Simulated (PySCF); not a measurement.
# [CeO(OH)]+: other functionals and bases at one geometry

An exercise on one series of results from a longer session: the logs are not shown, and one member is left open.

The runs use PySCF 2.14.0; several levels, as the steps say, no spin–orbit coupling.

1 further run of the same task is left out (for a known fault of the program).

**The system as given**

4 atoms, charge 1, spin multiplicity 1.

Bond lengths: Ce1–O2 1.800 Å, Ce1–O3 2.002 Å, Ce1–H4 2.872 Å, O3–H4 0.970 Å. Angles: O2–Ce1–O3 104.0°, O2–Ce1–H4 93.8°, O3–Ce1–H4 10.2°, Ce1–O3–H4 148.3°, Ce1–H4–O3 21.5°.

Coordinates:

```xyz
4
charge 1, multiplicity 1
Ce    0.00826   -0.02528   -0.49290
O     1.13133    0.01502    0.91315
O    -1.81083    0.03011    0.34010
H    -2.34854    0.06864    1.14619
```

Formal oxidation states: Ce +4. The 4f shell is empty and lies in the core potential. An earlier session relaxed this geometry at PBE0, Ce lcecp-2-SVP with ECP46, O def2-SVP, H def2-SVP (singlet, point group Cs).

At PBE0 on the finer grid: E = -189.170544 Eh, frontier levels not given, since the 4f levels lie in the core, Mulliken charge on Ce1 +1.50 e, largest force component 0.005 eV/Å. The large-core potential holds the 4f shell empty.

Levels to run: M06-L; TPSS; PBE0, TZVP. Hardware: 2 threads of Arm Neoverse V1, shared host.

Set-up of the first run:

The input, run.py (the lines that set the calculation):

```python
mol = gto.M(atom='''
Ce     0.00826    -0.02528    -0.49290
O      1.13133     0.01502     0.91315
O     -1.81083     0.03011     0.34010
H     -2.34854     0.06864     1.14619''',
    basis={'Ce': 'lcecp-2-SVP', 'O': 'def2-SVP', 'H': 'def2-SVP'},
    ecp={'Ce': 'lcecp-2-SVP'},
    charge=1, spin=0)
mf = dft.RKS(mol, xc='M06L')
mf.grids.atom_grid = (75, 302)  # f atoms: unpruned, at least (60, 302)
mf = mf.density_fit()  # fitting sets: Ce AutoAux, O def2-universal-JKFIT, H def2-universal-JKFIT
mf.conv_tol = 1e-08; mf.max_cycle = 55
mf.kernel(dm0)  # dm0: the density of the relaxed state
```

Launch:

```
> OMP_NUM_THREADS=2 python run.py
```

Steps of the session up to this table: M06-L; TPSS; PBE0, TZVP.

One table of the session follows, with a row left open; its other results are not shown here.

| level | charge on Ce1 (e) | dipole (D) | largest force component (eV/Å) |
| --- | --- | --- | --- |
| PBE0 (relaxed here) | 1.50 | 4.64 | 0.01 |
| M06-L | 1.54 | 4.62 | 0.54 |
| TPSS | 1.42 | 4.35 | 1.37 |
| PBE0, TZVP | ? | ? | ? |

Estimate the missing values for PBE0, TZVP.

The run gave: charge on Ce1 (e): 1.77; dipole (D): 4.68; largest force component (eV/Å): 0.29. In the column «charge on Ce1 (e)» it is the highest.

The dipole of a charged species depends on the origin, so these sizes hold for this origin alone.

The largest leftover force, 1.37 eV/Å with TPSS, stands at a geometry relaxed at another level. With 4f in the core, its levels are missing from HOMO and gap, and its count is fixed, so no charge can pass from the ligands into it. Total energies of different levels can't be compared.
